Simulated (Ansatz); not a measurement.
# Si (silicon): the cost of one run

Computed with Ansatz 0.2.0 (DFT LDA, scalar-relativistic, plane waves, PAW, unless a step's input says otherwise).

### Step 1. The starting structure

Symmetry: Fd-3m, No. 227, cubic system. The conventional cell has a = 5.430 Å, b = 5.430 Å, c = 5.430 Å, α = 90.00°, β = 90.00°, γ = 90.00°. Si (site symmetry -43m) has 4 Si at 2.35 Å as nearest neighbours.

The input asks for a charge of +0.04 e on the cell.

Coordinates:

```cif
data_structure
_symmetry_space_group_name_H-M 'Fd-3m:1'
_symmetry_Int_Tables_number 227
_cell_length_a 5.4300
_cell_length_b 5.4300
_cell_length_c 5.4300
_cell_angle_alpha 90.000
_cell_angle_beta 90.000
_cell_angle_gamma 90.000
_cell_volume 160.10
loop_
_atom_site_label
_atom_site_type_symbol
_atom_site_symmetry_multiplicity
_atom_site_Wyckoff_symbol
_atom_site_fract_x
_atom_site_fract_y
_atom_site_fract_z
_atom_site_occupancy
Si1 Si 8 b 0.00000 0.00000 0.50000 1
```

### Step 2. Relaxing the atoms: Si (silicon), no spin, charge +0.04

Contents of input.yaml:

```yaml
crystal:
  lattice:
    - [0.0, 2.715, 2.715]
    - [2.715, 0.0, 2.715]
    - [2.715, 2.715, 0.0]
  atoms:
    - { symbol: Si, position: [0.0, 0.0, 0.0] }
    - { symbol: Si, position: [0.25, 0.25, 0.25] }
total_charge: 0.04
scf:
  occupations: { method: gaussian, width: 0.02 }
output:
  forces: true
  stress: true
  eigenvalues: true
hamiltonian:
  xc: lda
kpoints:
  mp_grid: { grid: [44, 44, 44] }
basis:
  ecutwfc: 400
relax:
  f_tol: 0.0005
  max_steps: 40
```

Command:

```
> ansatz run input.yaml --threads 8 --pin off --max-ram 12288MiB --backend cpu --events-out ev --progress --plain --runs-dir out
```

Q: Estimate wall time and peak memory on 8 threads of Intel Xeon Platinum 8259CL at 2.50GHz (Skylake/Cascade Lake), shared host.

About 13 s, with a peak of 1.1 GiB.
